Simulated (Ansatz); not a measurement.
# C2H5BF2O: small, medium and large basis sets

An exercise on one series of results from a longer session: the logs are not shown, and one member is left open.

Computed with Ansatz 0.2.0, Gaussian basis. Level: one geometry, several basis sets.

Plan: PBE0-D4/def2-SVP; ωB97M-V/def2-SVP; PBE0-D4/def2-QZVPP; ωB97M-V/def2-QZVPP; the functionals' def2-TZVPP values are taken from earlier runs.

**The geometry**

All runs share one geometry, relaxed beforehand with PBE0-D4 in a triple-zeta def2 set.

11 atoms, charge 0, spin multiplicity 1.

Atoms are counted from 1 here; the program's logs count them from 0.

Bond lengths: C1–C2 1.509 Å, C1–H7 1.092 Å, C1–H8 1.092 Å, C1–H9 1.092 Å, C2–O3 1.426 Å, C2–H10 1.092 Å, C2–H11 1.093 Å, O3–B4 1.338 Å, B4–F5 1.329 Å, B4–F6 1.321 Å. Angles: C2–C1–H7 110.0°, C2–C1–H8 110.7°, C2–C1–H9 111.0°, H7–C1–H8 108.4°, H7–C1–H9 108.1°, H8–C1–H9 108.6°, C1–C2–O3 110.9°, C1–C2–H10 110.9°, C1–C2–H11 110.9°, O3–C2–H10 106.0°, O3–C2–H11 109.9°, H10–C2–H11 108.1°, C2–O3–B4 121.9°, O3–B4–F5 122.9°, O3–B4–F6 119.5°, F5–B4–F6 117.7°.

Set-up of the first run:

Contents of in.yaml:

```yaml
crystal:
  periodic: [false, false, false]
  atoms:
    - {symbol: C, position_ang: [0.351871, -0.942257, 1.033456]}
    - {symbol: C, position_ang: [-0.210834, -0.693582, -0.343990]}
    - {symbol: O, position_ang: [-0.902156, 0.552859, -0.392645]}
    - {symbol: B, position_ang: [-0.296593, 1.682575, -0.775424]}
    - {symbol: F, position_ang: [0.974423, 1.723983, -1.162381]}
    - {symbol: F, position_ang: [-0.976610, 2.814971, -0.778829]}
    - {symbol: H, position_ang: [0.823282, -1.926980, 1.072846]}
    - {symbol: H, position_ang: [-0.438928, -0.908028, 1.785014]}
    - {symbol: H, position_ang: [1.106674, -0.194817, 1.288059]}
    - {symbol: H, position_ang: [-0.946765, -1.455566, -0.607401]}
    - {symbol: H, position_ang: [0.580935, -0.710156, -1.098004]}
basis:
  gaussian: {orbitals: def2-SVP}
hamiltonian: {xc: pbe0, dispersion: d4}
output: {orbitals: {seedname: orbitals}}
```

On the command line:

```bash
ansatz run in.yaml --threads 4 --pin off --events-out ev --progress --plain --max-ram 10444MiB
```

Steps of the session up to this table: PBE0-D4 in def2-SVP; ωB97M-V in def2-SVP; PBE0-D4 in def2-QZVPP; ωB97M-V in def2-QZVPP.

One table of the session follows, with a row left open; its other results are not shown here.

It belongs to the step «Density functionals: the series». 

| functional | basis | HOMO (eV) | LUMO (eV) |
| --- | --- | --- | --- |
| PBE0-D4 | def2-SVP | -9.23 | 1.63 |
| PBE0-D4 | def2-TZVPP | -9.31 | 0.81 |
| PBE0-D4 | def2-QZVPP | ? | ? |
| ωB97M-V | def2-SVP | -11.60 | 3.29 |
| ωB97M-V | def2-TZVPP | -11.70 | 2.09 |
| ωB97M-V | def2-QZVPP | -11.72 | 1.75 |

**Question.** Estimate the row for PBE0-D4, def2-QZVPP.

The run gave: HOMO (eV): -9.33; LUMO (eV): 0.60. In the column «HOMO (eV)» it lies between ωB97M-V, def2-SVP (-11.60) and PBE0-D4, def2-TZVPP (-9.31).
